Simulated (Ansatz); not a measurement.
# YS: response to strain

YS is deformed so: zz strain of -2 %. What stress and forces result, by LAPW, PAW and all-electron datasets made for the crystal?

Method: DFT LDA, scalar-relativistic, in Ansatz 0.2.0.

## 1. Starting point

It takes space group Fm-3m (No. 225, cubic). The conventional cell has a = 5.487 Å, b = 5.487 Å, c = 5.487 Å, α = 90.00°, β = 90.00°, γ = 90.00°. Around Y (site symmetry m-3m) lie 6 S at 2.74 Å. Around S (site symmetry m-3m) lie 6 Y at 2.74 Å.

As a file:

```xyz
2
Lattice="0.0000 2.7437 2.7437 2.7437 0.0000 2.7437 2.7437 2.7437 0.0000" Properties=species:S:1:pos:R:3 pbc="T T T"
Y     2.7437    2.7437    2.7437
S     0.0000    0.0000    0.0000
```

Atoms are numbered in the order of the input: Y1, S2.

## 2. The deformed structure

Space group Fm-3m before, I4/mmm after.

## 3. All-electron LAPW

The input, input.yaml:

```yaml
crystal:
  lattice:
    - [0.0, 2.74365, 2.688777]
    - [2.74365, 0.0, 2.688777]
    - [2.74365, 2.74365, 0.0]
  atoms:
    - { symbol: "Y", position: [0.5, 0.5, 0.5] }
    - { symbol: S, position: [0.0, 0.0, 0.0] }
kpoints:
  mp_grid: { grid: [8, 8, 8] }
  band_path:
    path:
      - [0.0, 0.0, 0.0]
      - [0.0, 0.5, 0.5]
      - [0.25, 0.75, 0.5]
      - [0.0, 0.5, 0.0]
      - [0.0, 0.0, 0.0]
      - [0.5, 0.5, 0.0]
      - [0.3801541025, 0.6198458975, 0.0]
      - [-0.3801541025, 0.3801541025, 0.0]
      - [0.0, 0.0, 0.0]
    npoints: 5
scf:
  occupations: { method: fermi_dirac, width: 0.01 }
hamiltonian:
  xc: lda
  pseudopotentials: { kind: all_electron, lapw: { basis_error: 0.00025 } }
output:
  forces: true
  stress: true
  eigenvalues: true
```

Run with:

```console
ansatz run input.yaml --threads 1 --pin off --max-ram 3072MiB --backend cpu --events-out ev --progress --plain --runs-dir out
```

## 4. Frozen-core PAW

The input, input.yaml:

```yaml
crystal:
  lattice:
    - [0.0, 2.74365, 2.688777]
    - [2.74365, 0.0, 2.688777]
    - [2.74365, 2.74365, 0.0]
  atoms:
    - { symbol: "Y", position: [0.5, 0.5, 0.5] }
    - { symbol: S, position: [0.0, 0.0, 0.0] }
kpoints:
  mp_grid: { grid: [8, 8, 8] }
scf:
  occupations: { method: fermi_dirac, width: 0.01 }
hamiltonian:
  xc: lda
  pseudopotentials: { kind: paw }
output:
  forces: true
  stress: true
  eigenvalues: true
  efg: { contact_densities: true }
  write_density: true
  write_potential: true
  elf: true
  volumetric_format: npy
```

## 5. Datasets made for this crystal

input.yaml: that of step 4 with these lines changed.

```diff
@@ -14,3 +14,3 @@
   xc: lda
-  pseudopotentials: { kind: paw }
+  pseudopotentials: { kind: all_electron, datasets: crystal }
 output:
@@ -20,5 +20 @@
   efg: { contact_densities: true }
-  write_density: true
-  write_potential: true
-  elf: true
-  volumetric_format: npy
```

(Steps that only read results are left out.)

**Question.** What will these runs give? Wanted: pressure; largest shear or deviatoric stress.

The runs gave:

```
                                 quantity                                              value
                                 pressure  LAPW -1.70, PAW -1.71, crystal datasets -1.70 GPa
largest shear or deviatoric stress (LAPW)                                           3.41 GPa
```

The largest part of the stress beyond the pressure is 3.41 GPa in size, in the zz component; the atoms are carried along and not relaxed. No run of the undeformed cell stands beside it, so the pressure holds what the given cell had before the change. PAW: stress within 0.02 GPa of LAPW. Crystal datasets: stress within 0.01 GPa of LAPW.
